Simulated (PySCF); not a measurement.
# HBr (hydrogen bromide): HF/6-31G (preoptimised minimum)

Aim: an optimisation with harmonic vibrations of HBr (hydrogen bromide). 

Program for the calculation: PySCF 2.14.0.

4 further runs of the same task are left out: 4 set aside as unsound or not needed.

### 1 The system as given

HBr: 2 atoms, total charge 0, spin state singlet. As SMILES, `Br`. The coordinates come from a GFN2-xTB symmetrised relaxation. The run starts from this shape.

Bond lengths: Br1–H2 1.401 Å.

### 2 An optimisation with harmonic vibrations at HF/6-31G (preoptimised minimum)

File input.py:

```python
from pyscf import gto, scf, symm
from pyscf.hessian import thermo
from pyscf.geomopt.geometric_solver import kernel as optimise

mol = gto.M(
    atom='''
Br   0.000000   0.000000  -0.700439
H    0.000000   0.000000   0.700439
''',
    spin=0,
    max_memory=1860,
    basis='6-31g',
    verbose=3,
)

mf = scf.RHF(mol)
mf.conv_tol = 1e-10
converged, mol_eq = optimise(mf, maxsteps=60, convergence_set='GAU_TIGHT')
print('converged:', converged)
print(mol_eq.tostring())

mf.reset(mol_eq)
mol = mol_eq
mf.kernel()
if not mf.converged:
    mf = mf.newton().run(mf.mo_coeff, mf.mo_occ)
e_tot = mf.e_tot
print('E(%s) = %.9f' % ('HF', e_tot))
hess = mf.Hessian().kernel()
modes = thermo.harmonic_analysis(mol, hess)
thermo.dump_normal_mode(mol, modes)
symm.geom.TOLERANCE = 1e-3  # for the symmetry number
th = thermo.thermo(mf, modes['freq_au'], 298.15, 101325)
thermo.dump_thermo(mol, th)
```

Started as:

```bash
$ OMP_NUM_THREADS=1 python input.py
```

Q: Predict the results. Wanted: total energy; dipole moment; HOMO energy; LUMO energy; HOMO–LUMO gap; harmonic wavenumber; zero-point energy; ideal-gas entropy at 298.15 K.

Answer, from the run:

At HF/6-31G (preoptimised minimum):

| quantity | value |
| --- | --- |
| total energy | -2572.61979 Eh |
| dipole moment | 1.43 D |
| HOMO energy | -11.85 eV |
| LUMO energy | 3.74 eV |
| HOMO–LUMO gap | 15.59 eV |
| harmonic wavenumber | 2648 cm⁻¹ |
| zero-point energy | 15.8 kJ/mol |
| ideal-gas entropy at 298.15 K (symmetry number 1 as used) | 47.5 cal/(mol K) |

In words: At the final geometry: Bond lengths: Br1–H2 1.423 Å. The one mode is real, so the shape is a minimum at this level.
